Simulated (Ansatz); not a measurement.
# CH₂AlCl₂F: basis-set convergence

How large a basis does CH₂AlCl₂F need? Two functionals are run in growing sets.

Program: Ansatz 0.2.0, Gaussian basis. Level of theory: one geometry, several basis sets. These are calculated values, not measurements.

Plan: PBE0-D4/def2-SVP; ωB97M-V/def2-SVP; PBE0-D4/def2-QZVPP; ωB97M-V/def2-QZVPP; the functionals' def2-TZVPP values are taken from earlier runs.

### 1 The relaxed structure

The geometry comes from an earlier relaxation with PBE0-D4 in a triple-zeta def2 set; it is a stationary point, not always the lowest conformer.

7 atoms, charge 0, spin multiplicity 1.

Atoms are counted from 1 here; the program's logs count them from 0.

Bond lengths: F1–C2 1.285 Å, C2–Al3 2.073 Å, C2–Cl4 1.686 Å, Al3–Cl5 2.203 Å, Al3–H6 1.582 Å, Al3–H7 1.581 Å. Angles: F1–C2–Al3 123.2°, F1–C2–Cl4 110.8°, Al3–C2–Cl4 125.2°, C2–Al3–Cl5 74.4°, C2–Al3–H6 109.0°, C2–Al3–H7 108.8°, Cl5–Al3–H6 113.9°, Cl5–Al3–H7 113.9°, H6–Al3–H7 124.9°.

### 2 PBE0-D4 in def2-SVP

in.yaml reads:

```yaml
crystal:
  periodic: [false, false, false]
  atoms:
    - {symbol: F, position_ang: [-1.866685, -0.613411, 0.522361]}
    - {symbol: C, position_ang: [-0.768667, -0.663580, -0.143685]}
    - {symbol: Al, position_ang: [0.931425, 0.395397, 0.391456]}
    - {symbol: Cl, position_ang: [-0.992075, -1.467989, -1.608114]}
    - {symbol: Cl, position_ang: [-0.323690, 1.816543, -0.731149]}
    - {symbol: H, position_ang: [0.921204, 0.628416, 1.955774]}
    - {symbol: H, position_ang: [2.159890, -0.163373, -0.432343]}
basis:
  gaussian: {orbitals: def2-SVP}
hamiltonian: {xc: pbe0, dispersion: d4}
output: {orbitals: {seedname: orbitals}}
```

Further steps of the session: ωB97M-V in def2-SVP; PBE0-D4 in def2-QZVPP; ωB97M-V in def2-QZVPP.

Q: Predict the results of all the runs planned. Wanted: PBE0-D4: double and triple zeta above quadruple; ωB97M-V: double and triple zeta above quadruple.

As calculated:

| quantity | value |
| --- | --- |
| PBE0-D4: double and triple zeta above quadruple | 16.63, 1.14 eV |
| ωB97M-V: double and triple zeta above quadruple | 16.57, 1.08 eV |

For PBE0-D4 the step from double to triple zeta gains 15.49 eV and the next only 1.14 eV. Total energies overstate the basis error of differences, where much of it tends to cancel.
